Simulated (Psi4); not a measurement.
# HSE06/def2-TZVP (core potential) run of InH3Br− ([InBrH3]-)

Aim: the energy change on altering one bond length of InH3Br− ([InBrH3]-) at HSE06/def2-TZVP (core potential), from 2 runs. The job is set up through a Python script.

The results are computed with Psi4 1.11.

1 further run of the same task is left out (set aside as unsound or not needed).

## (1) The molecule

The species is InH3Br− (5 atoms), meant as a singlet with charge -1. SMILES: `[H][In-]([H])([H])[Br]`. The shape comes from GFN2-xTB, which is rough for such elements, and wasn't checked as a minimum.

Bond lengths: In1–Br2 2.478 Å, In1–H3 1.694 Å, In1–H4 1.696 Å, In1–H5 1.692 Å. Angles: Br2–In1–H3 106.2°, Br2–In1–H4 106.3°, Br2–In1–H5 106.4°, H3–In1–H4 112.6°, H3–In1–H5 112.0°, H4–In1–H5 112.8°.

## (2) Energy and forces at HSE06/def2-TZVP (core potential)

brh3in.py

```python
import psi4

psi4.set_memory('1600 MB')
psi4.set_num_threads(1)
psi4.set_output_file('psi4.out', False)

mol = psi4.geometry("""
-1 1
In
Br 1 2.478201
H 1 1.694178 2 106.24655
H 1 1.695761 3 112.5962 2 115.94098
H 1 1.691909 3 111.9751 4 128.31054
symmetry c1
no_reorient
no_com
""")

psi4.set_options({
    'basis': 'def2-TZVP',
    'reference': 'rks',
    'puream': True,
    'e_convergence': 1e-09,
    'd_convergence': 1e-08,
    'scf_type': 'pk',
    'dft_radial_points': 99,
    'dft_spherical_points': 590,
})

energy_value = psi4.gradient('hse06')
print('gradient / Eh bohr^-1')
print(energy_value.np.round(6))
for k, v in sorted(psi4.core.scalar_variables().items()):
    print(f'{k:45s} {v:18.10f}')
```

On the command line:

```
$ python brh3in.py
```

psi4.out:

```text
[...]
    !!!  WARNING: ECP capability is in beta. Please check occupations closely.  !!!
[...]
  Running in c1 symmetry.
[...]
  Nuclear repulsion =  193.671037465864231
[...]
  Multiplicity = 1
[...]
  Nalpha       = 30
  Nbeta        = 30
[...]
    Number of basis functions: 116
[...]
   @RKS iter   1: -2765.27938241293077   -1.88937e+00   1.42729e-02 DIIS/ADIIS
[...]
   @RKS iter  10: -2765.85509521024096   -7.23048e-11   6.98142e-09 DIIS
[...]
    Orbital Energies [Eh]
    ---------------------
    Doubly Occupied:
       1A   -483.033869     2A    -62.427105     3A    -56.190812
       4A    -56.189601     5A    -56.189601     6A     -8.550883
       7A     -6.354239     8A     -6.350162     9A     -6.350160
      10A     -4.489351    11A     -2.885776    12A     -2.881387
      13A     -2.881349    14A     -2.438236    15A     -2.436968
      16A     -2.436966    17A     -2.433632    18A     -2.433630
      19A     -0.586857    20A     -0.559994    21A     -0.559834
      22A     -0.551679    23A     -0.551614    24A     -0.533801
      25A     -0.249778    26A     -0.119795    27A     -0.118402
      28A     -0.118088    29A     -0.077268    30A     -0.076773
[...]
  @RKS Final Energy: -2765.85509521024096
   => Energetics <=
    Nuclear Repulsion Energy =            193.6710374658642309
    One-Electron Energy =               -4318.3032173202263948
    Two-Electron Energy =                1442.1210624684429149
    DFT Exchange-Correlation Energy =     -83.3439778243215272
    Empirical Dispersion Energy =           0.0000000000000000
    VV10 Nonlocal Energy =                  0.0000000000000000
    Total Energy =                      -2765.8550952102409610
[...]
 Multipole Moments:
 ------------------------------------------------------------------------------------
     Multipole            Electronic (a.u.)      Nuclear  (a.u.)        Total (a.u.)
 ------------------------------------------------------------------------------------
 L = 1.  Multiply by 2.5417464519 to convert [e a0] to [Debye]
 Dipole X            :         -0.0085373            0.0070619           -0.0014754
 Dipole Y            :         -0.0209689            0.0142995           -0.0066694
 Dipole Z            :        -51.0173657           51.2534964            0.2361307
 Magnitude           :                                                    0.2362295
[...]
  -Total Gradient:
     Atom            X                  Y                   Z
    ------   -----------------  -----------------  -----------------
       1        0.000724578247    -0.000166693701     0.016616297663
       2        0.000004290155     0.000048221531    -0.029983995341
       3        0.000232017360    -0.017622182579     0.004446748540
       4        0.014684059566     0.008578286711     0.004335038425
       5       -0.015644743122     0.009162751577     0.004593911963
[...]
```

Standard output:

```text
gradient / Eh bohr^-1
[[ 7.2500e-04 -1.6700e-04  1.6616e-02]
 [ 4.0000e-06  4.8000e-05 -2.9984e-02]
 [ 2.3200e-04 -1.7622e-02  4.4470e-03]
 [ 1.4684e-02  8.5780e-03  4.3350e-03]
 [-1.5645e-02  9.1630e-03  4.5940e-03]]
CURRENT ENERGY                                  -2765.8550952102
CURRENT REFERENCE ENERGY                        -2765.8550952102
DD SOLVATION ENERGY                                 0.0000000000
DFT FUNCTIONAL TOTAL ENERGY                     -2765.8550952102
DFT TOTAL ENERGY                                -2765.8550952102
DFT VV10 ENERGY                                     0.0000000000
DFT XC ENERGY                                     -83.3439778243
GRID ELECTRONS ALPHA                               29.9999994879
GRID ELECTRONS BETA                                29.9999994879
GRID ELECTRONS TOTAL                               59.9999989757
NUCLEAR REPULSION ENERGY                          193.6710374659
ONE-ELECTRON ENERGY                             -4318.3032173202
PCM POLARIZATION ENERGY                             0.0000000000
PE ENERGY                                           0.0000000000
SCF ITERATION ENERGY                            -2765.8550952102
SCF ITERATIONS                                     10.0000000000
SCF TOTAL ENERGY                                -2765.8550952102
TWO-ELECTRON ENERGY                              1442.1210624684
XC GRID RADIAL POINTS                              99.0000000000
XC GRID SPHERICAL POINTS                          590.0000000000
XC GRID TOTAL POINTS                           279569.0000000000
```

It took 83 s on 1 thread of Intel Xeon Platinum 8488C (Sapphire Rapids), shared host; peak memory 0.89 GiB.

## (3) The distorted shape: a single-point energy at HSE06/def2-TZVP (core potential)

brh3in.xyz

```xyz
5
BrH3In
In    -0.246980     0.002623    -0.137743
Br    -0.232010    -0.021357     2.340297
H      1.620190     0.006360    -0.694100
H     -1.065750     1.415673    -0.594373
H     -1.049620    -1.405237    -0.623803
```

run.py

```python
import psi4

psi4.set_memory(1600000000)
psi4.set_num_threads(1)
psi4.core.set_output_file('output.dat', False)

with open('brh3in.xyz') as f:
    atoms = ''.join(f.readlines()[2:])
molecule = psi4.geometry('-1 1\n' + atoms + 'symmetry c1\nno_reorient\nno_com')

psi4.set_options({
    'puream': True,
    'e_convergence': 1e-09,
    'd_convergence': 1e-08,
    'scf_type': 'pk',
    'dft_radial_points': 99,
    'dft_spherical_points': 590,
})

E, wfn = psi4.energy('hse06/def2-TZVP', molecule=molecule, return_wfn=True)
print(f'hse06/def2-TZVP energy: {E:.10f} Eh')
```

On the command line:

```
$ python run.py
```

output.dat:

```text
[...]
    !!!  WARNING: ECP capability is in beta. Please check occupations closely.  !!!
[...]
  Running in c1 symmetry.
[...]
  Nuclear repulsion =  192.503622755906065
[...]
  Multiplicity = 1
[...]
  Nalpha       = 30
  Nbeta        = 30
[...]
    Number of basis functions: 116
[...]
   @RKS iter   1: -2765.27664287399557   -1.92610e+00   1.42794e-02 ADIIS/DIIS
[...]
   @RKS iter  11: -2765.85217967187737   -1.59162e-11   2.38555e-09 DIIS
[...]
    Orbital Energies [Eh]
    ---------------------
    Doubly Occupied:
       1A   -483.038668     2A    -62.431873     3A    -56.195603
       4A    -56.194373     5A    -56.194349     6A     -8.555625
       7A     -6.359037     8A     -6.354905     9A     -6.354832
      10A     -4.496433    11A     -2.892772    12A     -2.888538
      13A     -2.888435    14A     -2.443023    15A     -2.441757
      16A     -2.441700    17A     -2.438319    18A     -2.438317
      19A     -0.592440    20A     -0.566935    21A     -0.563031
      22A     -0.558397    23A     -0.558157    24A     -0.538643
      25A     -0.246179    26A     -0.124154    27A     -0.123088
      28A     -0.116191    29A     -0.082309    30A     -0.074105
[...]
  @RKS Final Energy: -2765.85217967187737
   => Energetics <=
    Nuclear Repulsion Energy =            192.5036227559060649
    One-Electron Energy =               -4315.7124286474190740
    Two-Electron Energy =                1440.6730046604714062
    DFT Exchange-Correlation Energy =     -83.3163784408352370
    Empirical Dispersion Energy =           0.0000000000000000
    VV10 Nonlocal Energy =                  0.0000000000000000
    Total Energy =                      -2765.8521796718769110
[...]
 Multipole Moments:
 ------------------------------------------------------------------------------------
     Multipole            Electronic (a.u.)      Nuclear  (a.u.)        Total (a.u.)
 ------------------------------------------------------------------------------------
 L = 1.  Multiply by 2.5417464519 to convert [e a0] to [Debye]
 Dipole X            :         26.2101895          -26.0822079            0.1279817
 Dipole Y            :          1.2876087           -1.2767292            0.0108795
 Dipole Z            :       -146.9467674          145.7083080           -1.2384594
 Magnitude           :                                                    1.2451021
[...]
```

The script printed:

```text
hse06/def2-TZVP energy: -2765.8521796719 Eh
```

It took 41 s on 1 thread of Intel Xeon Platinum 8488C (Sapphire Rapids), shared host; peak memory 0.89 GiB.

## (4) Results

Level: HSE06/def2-TZVP (core potential).

```
                                                              quantity           value
                                             first shape: total energy  -2765.85510 Eh
                                              first shape: HOMO energy        -2.09 eV
                                              first shape: LUMO energy         3.83 eV
    first shape: HOMO–LUMO gap (to an unbound level, set by the basis)         5.92 eV
                                 first shape: largest force on an atom      1.542 eV/Å
                                         distorted shape: total energy  -2765.85218 Eh
                                          distorted shape: HOMO energy        -2.02 eV
                                          distorted shape: LUMO energy         3.77 eV
distorted shape: HOMO–LUMO gap (to an unbound level, set by the basis)         5.79 eV
    energy change with the In1–H3 bond stretched from 1.694 to 1.948 Å        0.079 eV
```

In words: With the In1–H3 bond stretched from 1.694 to 1.948 Å the energy rises by 0.08 eV (1.8 kcal/mol). The first shape isn't relaxed at this level, so the change isn't measured from a minimum. The largest force (first shape) is 1.54 eV/Å: the shape isn't a stationary point for this species at this level.
